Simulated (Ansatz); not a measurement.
# CH₅FS₂Si: up Jacob's ladder to CCSD(T)

The task here is to estimate one member of a computed series from the others.

The runs use Ansatz 0.2.0, Gaussian basis; functionals in def2-TZVPP, the program's frozen cores in correlated methods.

Plan: LDA (SPW92), PBE-D4, revPBE-D4, BLYP-D4, r2SCAN-D4, B97M-V, PBE0-D4, B3LYP-D4, r2SCANh-D4, r2SCAN0-D4, HSE06-D4, BHLYP-D4, CAM-B3LYP-D4, LC-ωPBE, ωB97X-V, ωB97M-V, B2PLYP, PBE-QIDH; CCSD(T)/def2-SVP; CCSD(T)/def2-TZVPP; MP2/def2-QZVPP; extrapolation to the limit; RPA on PBE.

## The geometry

An earlier PBE0-D4 in a triple-zeta def2 set relaxation fixed the geometry.

10 atoms, charge 0, spin multiplicity 1.

Atoms are counted from 1 here; the program's logs count them from 0.

Bond lengths: C1–S2 1.819 Å, C1–H6 1.089 Å, C1–H7 1.088 Å, C1–H8 1.089 Å, S2–Si3 2.100 Å, Si3–F4 1.599 Å, Si3–S5 2.125 Å, Si3–H9 1.477 Å, S5–H10 1.345 Å. Angles: S2–C1–H6 106.2°, S2–C1–H7 111.1°, S2–C1–H8 110.6°, H6–C1–H7 109.4°, H6–C1–H8 109.3°, H7–C1–H8 110.2°, C1–S2–Si3 101.3°, S2–Si3–F4 113.1°, S2–Si3–S5 109.1°, S2–Si3–H9 106.8°, F4–Si3–S5 107.0°, F4–Si3–H9 107.1°, S5–Si3–H9 113.9°, Si3–S5–H10 93.8°.

The first run:

Contents of in.yaml:

```yaml
crystal:
  periodic: [false, false, false]
  atoms:
    - {symbol: C, position_ang: [-1.286961, -0.048124, 1.245614]}
    - {symbol: S, position_ang: [0.096725, 1.126704, 1.122541]}
    - {symbol: Si, position_ang: [1.196328, 0.300737, -0.464701]}
    - {symbol: F, position_ang: [1.746096, -1.167567, -0.148398]}
    - {symbol: S, position_ang: [-0.059898, 0.137915, -2.170943]}
    - {symbol: H, position_ang: [-1.970766, 0.364139, 1.986355]}
    - {symbol: H, position_ang: [-1.803426, -0.145442, 0.292412]}
    - {symbol: H, position_ang: [-0.934977, -1.021309, 1.583056]}
    - {symbol: H, position_ang: [2.371934, 1.171370, -0.668340]}
    - {symbol: H, position_ang: [0.728143, -0.769723, -2.774496]}
basis:
  gaussian: {orbitals: def2-TZVPP}
hamiltonian: {xc: lda}
output: {orbitals: {seedname: orbitals}}
```

On the command line:

```
ansatz run in.yaml --threads 4 --pin off --events-out ev --progress --plain --max-ram 10444MiB
```

Steps of the session up to this table: LDA; PBE-D4 (GGA); revPBE-D4 (GGA); BLYP-D4 (GGA); r2SCAN-D4 (meta-GGA); B97M-V (meta-GGA); B3LYP-D4 (hybrid); r2SCANh-D4 (hybrid); r2SCAN0-D4 (hybrid); HSE06-D4 (hybrid); BHLYP-D4 (hybrid); CAM-B3LYP-D4 (range-separated); LC-ωPBE (range-separated); ωB97X-V (range-separated); ωB97M-V (range-separated); B2PLYP (double hybrid); PBE-QIDH (double hybrid).

One of the session's tables, all rows but one given; the rest of the session is left out.

It belongs to the step «Frontier levels by functional». 

```
  functional  HOMO (eV)  gap (eV)
 LDA (SPW92)      -6.33      5.03
      PBE-D4      -6.22      5.14
   revPBE-D4      -6.17      5.20
     BLYP-D4          ?         ?
   r2SCAN-D4      -6.48      5.71
      B97M-V      -6.58      5.77
     PBE0-D4      -7.44      7.30
    B3LYP-D4      -7.19      6.83
  r2SCANh-D4      -6.93      6.50
  r2SCAN0-D4      -7.61      7.66
    HSE06-D4      -7.04      6.52
    BHLYP-D4      -8.51      9.36
CAM-B3LYP-D4      -8.75      9.69
     LC-ωPBE     -10.15     12.29
     ωB97X-V      -9.79     11.79
     ωB97M-V      -9.62     11.37
```

Estimate the missing values for BLYP-D4.

Worked estimate for «HOMO (eV)». Against the share of exact exchange, B3LYP-D4 (0.2, -7.19), BHLYP-D4 (0.5, -8.51) give a slope of -4.40 per unit share; at 0 the line stands at -6.31.

**Answer.** HOMO (eV): -6.05; gap (eV): 5.12. In «HOMO (eV)» the line misses by -0.26.
